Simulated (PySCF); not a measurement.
# SeF: changing the method

Starting from one script, swap the method and compare what comes out for SeF.

Method: method and basis as typed in the scripts; program: PySCF 2.14.0.

2 further runs of the same task are left out: 2 that didn't finish.

## (1) Starting geometry

SeF: 2 atoms, charge 0, spin multiplicity 2.

Bond lengths: Se1–F2 1.989 Å.

## (2) The run that the others are compared with

Contents of input.py:

```python
from pyscf import gto, scf, mp

mol = gto.M(
    atom='Se 0 0 0; F 0 0 1.989',
    basis='def2-svp',
    charge=0,
    spin=1,
    verbose=4,
)
mf = scf.UHF(mol)
mf.kernel()
mp.MP2(mf).kernel()
mf.dip_moment()
print('orbital energies (hartree):', [e[max(0, n-3):n+3].round(4) for e, n in zip(mf.mo_energy, mol.nelec)])
```

Launch:

```console
OMP_NUM_THREADS=1 python input.py
```

## (3) CASSCF (ROHF)

Run 1 changes step after the SCF: mp2 → casscf; SCF type: UHF → ROHF; active space: none → 7 electrons in 6 orbitals.

Contents of input.py:

```python
from pyscf import gto, scf, mcscf

mol = gto.M(
    atom='Se 0 0 0; F 0 0 1.989',
    basis='def2-svp',
    charge=0,
    spin=1,
    verbose=4,
)
mf = scf.ROHF(mol)
mf.kernel()
mc = mcscf.CASSCF(mf, 6, 7)
mc.kernel()
mc.analyze()
mf.dip_moment()
print('orbital energies (hartree):', mf.mo_energy[..., max(0, mol.nelec[1]-3):mol.nelec[0]+3].round(4))
```

## (4) CASCI (ROHF)

Run 2 changes step after the SCF: mp2 → casci; SCF type: UHF → ROHF; active space: none → 7 electrons in 6 orbitals.

Contents of input.py:

```python
from pyscf import gto, scf, mcscf

mol = gto.M(
    atom='Se 0 0 0; F 0 0 1.989',
    basis='def2-svp',
    charge=0,
    spin=1,
    verbose=4,
)
mf = scf.ROHF(mol)
mf.kernel()
mc = mcscf.CASCI(mf, 6, 7)
mc.kernel()
mc.analyze()
mf.dip_moment()
print('orbital energies (hartree):', mf.mo_energy[..., max(0, mol.nelec[1]-3):mol.nelec[0]+3].round(4))
```

## (5) ROHF

Run 3 changes SCF type: UHF → ROHF.

Contents of input.py:

```python
from pyscf import gto, scf, mp

mol = gto.M(
    atom='Se 0 0 0; F 0 0 1.989',
    basis='def2-svp',
    charge=0,
    spin=1,
    verbose=4,
)
mf = scf.ROHF(mol)
mf.kernel()
mp.MP2(mf).kernel()
mf.dip_moment()
print('orbital energies (hartree):', mf.mo_energy[..., max(0, mol.nelec[1]-3):mol.nelec[0]+3].round(4))
```

Before running it: what results should come out? Wanted: for each run, E(SCF); from base; gap, α spin; SCF dipole; after the SCF.

**Answer**, as computed:

```tsv
run	E(SCF) (hartree)	from base (eV)	cycles	gap, α spin (eV)	SCF dipole (D)	after the SCF
base	-2498.828682	0	17	11.58	3.14	MP2 correlation -11.897 eV
CASSCF (ROHF)	-2498.824295	+0.1194	10	n/a	3.37	CASSCF correlation -1.548 eV
CASCI (ROHF)	-2498.824295	+0.1194	10	n/a	3.37	CASCI correlation -0.606 eV
ROHF	-2498.824295	+0.1194	10	n/a	3.37	MP2 correlation -12.045 eV
```

**Reading.** The dearest run is “CASSCF (ROHF)”, at 6.6 s against 0.99 s.
